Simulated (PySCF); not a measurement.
# C4H5FO2: the cost of one run

Computed with PySCF 2.14.0, with density-fitted response routines of our own, on a single molecule in the gas phase. Atoms count from 0, in the outputs and in this text.

## (1) The starting structure

12 atoms, charge 0, multiplicity 1; geometry from: GFN2-xTB. The atoms were then displaced at random by about 0.01 Å, so the start is not that level's minimum.

Bonds of the start (Å): O0–C1 1.19, C1–C2 1.51, C2–O3 1.39, O3–C4 1.43, C4–C5 1.53, C5–F6 1.38, C4–C1 1.53, C2–H7 1.12, C2–H8 1.11, C4–H9 1.08, C5–H10 1.09, C5–H11 1.09.

## (2) Relaxing the molecule at PBE0-D3(BJ)/def2-SVP

The job: settings as JSON, then the geometry in Å.

```
{"job": {"xc": "PBE0", "basis": "def2-SVP", "d3": "d3bj", "grid": 1, "shake": 0.01, "kind": "geom"}, "charge": 0, "multiplicity": 1}
O      1.546560     1.267020     1.028230
C      1.027100     0.451330     0.335310
C      1.308070    -0.972380    -0.065940
O      0.226540    -0.963950    -0.934150
C     -0.199710     0.355100    -0.569640
C     -1.548910     0.438600     0.148040
F     -1.500600    -0.276020     1.321960
H      2.284710    -1.134330    -0.591090
H      1.219820    -1.687770     0.775730
H     -0.208600     1.041060    -1.406970
H     -2.334410    -0.017890    -0.462590
H     -1.780880     1.470960     0.412080
```

Started as:

```sh
> OMP_NUM_THREADS=1 python probes_run.py task.json out
```

The driver reads the jobs from task.json and runs them one after another.

**Question.** How long does this first job take on 1 thread of Arm Neoverse V2, shared host, and how much memory does it need?

About 51 s, with a peak of 0.53 GiB.
